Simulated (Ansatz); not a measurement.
# CuHO: an energy map over bond length O1–Cu2 and bond length O1–H3

Aim: map the energy of CuHO, SMILES [OH][Cu] over two coordinates, and find its wells, ridges and stiffness.

Method: RKS PBE0-D4/def2-TZVP; program: Ansatz 0.2.0.

### 1 Where the work starts

3 atoms, charge 0, spin multiplicity 1.

Atoms are counted from 1 here; the program's logs count them from 0.

Bond lengths: O1–Cu2 1.773 Å, O1–H3 0.980 Å. Angles: Cu2–O1–H3 104.9°.

Coordinates:

```xyz
3
CuHO
O    -0.3342   -0.4590   -0.2413
Cu    1.1377    0.0136    0.6270
H    -0.8143    0.3806   -0.3989
```

### 3 Setting up the map

- bond length O1–Cu2: 15 values from 1.535 to 2.499 Å
- bond length O1–H3: 15 values from 0.788 to 1.442 Å

Nothing else is relaxed (all other coordinates rigid). Energies count from the relaxed molecule at the same level. Points are written as (first, second).

(The set-up runs are not shown.)

### 4 The run at (1.810 Å, 0.975 Å)

Input file input.yaml:

```yaml
crystal:
  periodic: [false, false, false]
  atoms:
    - { symbol: O, position_ang: [-0.333326, -0.433738, -0.237595] }
    - { symbol: Cu, position_ang: [1.180673, 0.009044, 0.650016] }
    - { symbol: H, position_ang: [-0.844397, 0.377228, -0.415821] }
basis:
  gaussian: { orbitals: def2-TZVP }
hamiltonian:
  xc: pbe0
  dispersion: d4
output:
  forces: true
```

On the command line:

```console
$ ansatz run input.yaml --threads 1 --pin off --max-ram 2560MiB --backend cpu --events-out ev --progress --plain --runs-dir out
```

The session goes on with these runs: the other points that were computed.

Before running it: what results should come out? Wanted: lowest point; highest computed point; largest force on an atom.

**Answer**, as computed:

```
                       quantity                                                                             value
                   lowest point                                                    (1.810 Å, 0.975 Å), 1.0 kJ/mol
         highest computed point                                   (2.499 Å, 1.442 Å), 378 kJ/mol above the lowest
largest force on an atom (eV/Å)  0.7 at (1.810 Å, 0.975 Å) to 18.2 at (2.292 Å, 0.788 Å); 0.7 at the lowest point
        time for the whole task                                                  4.3 min on 1 thread, shared host
```

**Reading.** The lowest computed point is at (1.810 Å, 0.975 Å), 1.0 kJ/mol from the relaxed molecule at the same level. The grid shows no other well, apart from its symmetry copies. The highest computed point, (2.499 Å, 1.442 Å), lies 378 kJ/mol above the lowest. Round the minimum the two coordinates are nearly uncoupled.
